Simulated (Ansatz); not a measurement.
# Sn3GeO8: the cost of one run

Computed with Ansatz 0.2.0 (DFT PBE, scalar-relativistic, plane waves, PAW, unless a step's input says otherwise).

1 further run of the same task is left out (set aside as unsound or not needed). Runs told in other sessions of the task aren't counted.

### Step 1. The structure to begin with

It takes space group Cmmm (No. 65, orthorhombic). The conventional cell has a = 6.692 Å, b = 6.721 Å, c = 6.319 Å, α = 90.00°, β = 90.00°, γ = 90.00°. Sn (site symmetry mmm) is surrounded by 6 O at 2.06 to 2.10 Å. Sn (site symmetry mm2) is surrounded by 6 O at 2.07 to 2.10 Å. Ge (site symmetry mmm) has 6 O at 1.94 to 1.96 Å in its first shell of neighbours. O (site symmetry 2mm) is surrounded by 1 Ge at 1.96 Å and 2 Sn at 2.07 Å. O (site symmetry 2mm) is surrounded by 3 Sn at 2.06 to 2.07 Å. O (site symmetry m) has 1 Ge at 1.94 Å and 2 Sn at 2.10 Å in its first shell of neighbours.

As a file:

```
Sn Ge O
1.0
     3.34579   -3.36041    0.00000
     3.34579    3.36041    0.00000
     0.00000    0.00000    6.31895
Sn Ge O
3 1 8
Cartesian
  3.3458 0.0000 3.1595
  0.0000 0.0000 4.7802
  0.0000 0.0000 1.5387
  3.3458 0.0000 0.0000
  1.3865 0.0000 0.0000
  1.2870 0.0000 3.1595
  5.3051 0.0000 0.0000
  5.4046 0.0000 3.1595
  3.3458 -1.2581 4.8402
  3.3458 -1.2581 1.4787
  3.3458 1.2581 4.8402
  3.3458 1.2581 1.4787
```

The cell was relaxed beforehand at this level, from a generated guess; it needn't be the stable form of this composition. At a tolerance of 0.02 Å it has space group Cmmm (No. 65); it has 11.84 Å³/atom, an uncorrected energy of -1.58 eV/atom over the elements.

### Step 2. Static run: bands, density of states and charges

Input file input.yaml:

```yaml
crystal:
  lattice:
    - [3.3457949, -3.3604079, 0.0]
    - [3.3457949, 3.3604079, 0.0]
    - [0.0, 0.0, 6.3189488]
  atoms:
    - { symbol: Sn, position: [0.5, 0.5, 0.5] }
    - { symbol: Sn, position: [0.0, 0.0, 0.756489] }
    - { symbol: Sn, position: [0.0, 0.0, 0.243511] }
    - { symbol: Ge, position: [0.5, 0.5, 0.0] }
    - { symbol: O, position: [0.207197, 0.207197, 0.0] }
    - { symbol: O, position: [0.192332, 0.192332, 0.5] }
    - { symbol: O, position: [0.792803, 0.792803, 0.0] }
    - { symbol: O, position: [0.807668, 0.807668, 0.5] }
    - { symbol: O, position: [0.687198, 0.312802, 0.765983] }
    - { symbol: O, position: [0.687198, 0.312802, 0.234017] }
    - { symbol: O, position: [0.312802, 0.687198, 0.765983] }
    - { symbol: O, position: [0.312802, 0.687198, 0.234017] }
basis:
  ecutwfc: 420
kpoints:
  mp_grid: { grid: [6, 6, 4] }
  band_path:
    path:
      - [[0.0, 0.0, 0.0], [-0.5, 0.5, 0.0], [-0.49783044, 0.50216956, 0.0]]
      - [[0.49783044, 0.49783044, 0.0], [0.0, 0.0, 0.0], [0.0, 0.0, 0.5], [0.49783044, 0.49783044, 0.5]]
      - [[-0.49783044, 0.50216956, 0.5], [-0.5, 0.5, 0.5], [-0.5, 0.5, 0.0]]
      - [[0.0, 0.0, 0.0], [0.0, 0.5, 0.0], [0.0, 0.5, 0.5], [0.0, 0.0, 0.5], [-0.5, 0.5, 0.5]]
    npoints: 10
hamiltonian:
  xc: pbe
scf:
  occupations: { method: gaussian, width: 0.02 }
  n_extra_bands: 30
output:
  forces: true
  stress: true
  eigenvalues: true
  populations: true
  dos: { projected: true, de: 0.02, nscf_kmesh: { grid: [9, 9, 6] } }
  bader: false
  write_density: true
  write_potential: true
  elf: true
  volumetric_format: npy
```

Launch:

```sh
$ ansatz run input.yaml --threads 4 --pin off --max-ram 8192MiB --backend cpu --events-out ev --progress --plain --runs-dir out
```

Q: Estimate wall time and peak memory on 4 threads of AMD EPYC 9R45 (Zen 5), shared host.

About 11 s, with a peak of 1.1 GiB.
